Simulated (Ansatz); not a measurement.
# BeMgH₂ (triplet): wave-function methods side by side at scale of all distances = 1.130, 6-31G

Aim: climb from Hartree-Fock through coupled cluster and multireference methods for BeMgH₂ (triplet) at one geometry and basis, and see what each rung misses.

Method: 6-31G, core rule «outside noble gas», up to 6 orbitals frozen; program: Ansatz 0.2.0, Gaussian basis.

Plan: UHF; CCSD(T) on ROHF; CCSD(T) on UHF; BCCD(T) on ROHF; CISD; CCSDT(Q) on ROHF; CCSDT(Q) on UHF; CISDTQ; CCSDTQ on ROHF; CCSDTQ on UHF; CASSCF and MRCISD+Q, 4 electrons in 4 orbitals; CASSCF and NEVPT2, 4 electrons in 4 orbitals; CASSCF and MRCISD+Q, 6 electrons in 10 orbitals; CASSCF and NEVPT2, 6 electrons in 10 orbitals; Full CI.

12 further runs of the same task are left out: 10 that didn't finish, 2 set aside as unsound or not needed.

### 1 The geometry

The geometry derives from a PBE0/def2-TZVP stationary point (not a proven minimum). All distances are scaled together.

4 atoms, charge 0, spin multiplicity 3.

Atoms are counted from 1 here; the program's logs count them from 0.

Bond lengths: Be1–H3 1.605 Å, Mg2–H4 1.932 Å.

### 2 UHF

Input file in.yaml:

```yaml
crystal:
  periodic: [false, false, false]
  atoms:
    - {symbol: Be, position_ang: [0.000000, -0.072336, 2.163036]}
    - {symbol: Mg, position_ang: [0.000000, -0.041546, -0.742281]}
    - {symbol: H, position_ang: [0.000000, 1.185452, 1.165879]}
    - {symbol: H, position_ang: [0.000000, 0.463148, -2.606963]}
basis:
  gaussian: {orbitals: 6-31G}
magnetization: {spin_polarized: true, initial_magnetization: 2}
hamiltonian: {xc: hf}
output: {orbitals: {seedname: orbitals}}
```

Started as:

```console
$ ansatz run in.yaml --threads 1 --pin off --events-out ev --progress --plain --max-ram 2393MiB
```

Further steps of the session: CCSD(T) on ROHF; CCSD(T) on UHF; BCCD(T) on ROHF; CISD; CCSDT(Q) on ROHF; CCSDT(Q) on UHF; CISDTQ; CCSDTQ on ROHF; CCSDTQ on UHF; CASSCF and MRCISD+Q, 4 electrons in 4 orbitals; CASSCF and NEVPT2, 4 electrons in 4 orbitals; CASSCF and MRCISD+Q, 6 electrons in 10 orbitals; CASSCF and NEVPT2, 6 electrons in 10 orbitals; Full CI.

**Question.** What will the summary of the whole plan be? Wanted: FCI below the RHF energy; RMP2 from FCI; UMP2 from FCI; RCCSD from FCI; RCCSD(T) from FCI; UCCSD(T) from FCI; RCCSDT(Q) from FCI; UCCSDT(Q) from FCI; NEVPT2 pair from FCI.

**Answer**, as computed:

| quantity | value |
| --- | --- |
| FCI below the RHF energy | -1.5938 eV |
| RMP2 from FCI | +600.7 meV |
| UMP2 from FCI | +589.8 meV |
| RCCSD from FCI | +57.2 meV |
| RCCSD(T) from FCI | +23.4 meV |
| UCCSD(T) from FCI | +22.2 meV |
| RCCSDT(Q) from FCI | +0.6 meV |
| UCCSDT(Q) from FCI | +0.4 meV |
| NEVPT2 pair from FCI | +441.5 meV |
| MRCISD+Q pair from FCI | +18.0 meV |
| NEVPT2 valence from FCI | +83.9 meV |
| levels within 1 kcal/mol (43 meV) | RCCSD(T), UCCSD(T), BCCD(T), RCCSDT, UCCSDT, CISDTQ, RCCSDT(Q), UCCSDT(Q), RCCSDTQ, UCCSDTQ, MRCISD+Q pair, MRCISD valence, MRCISD+Q valence |
| T1 diagnostic | 0.032 |
| effectively unpaired electrons | 2.04 |

What this shows: RCCSD(T) misses by +23.4 meV, 1.5 % of the correlation energy. One determinant dominates. Of the multireference levels listed MRCISD+Q valence comes nearest in total energy (+7.1 meV), which doesn't show that its space is the better one. These misses are within one basis, not against nature; the frozen cores of restricted and unrestricted runs differ, which can shift their rows.
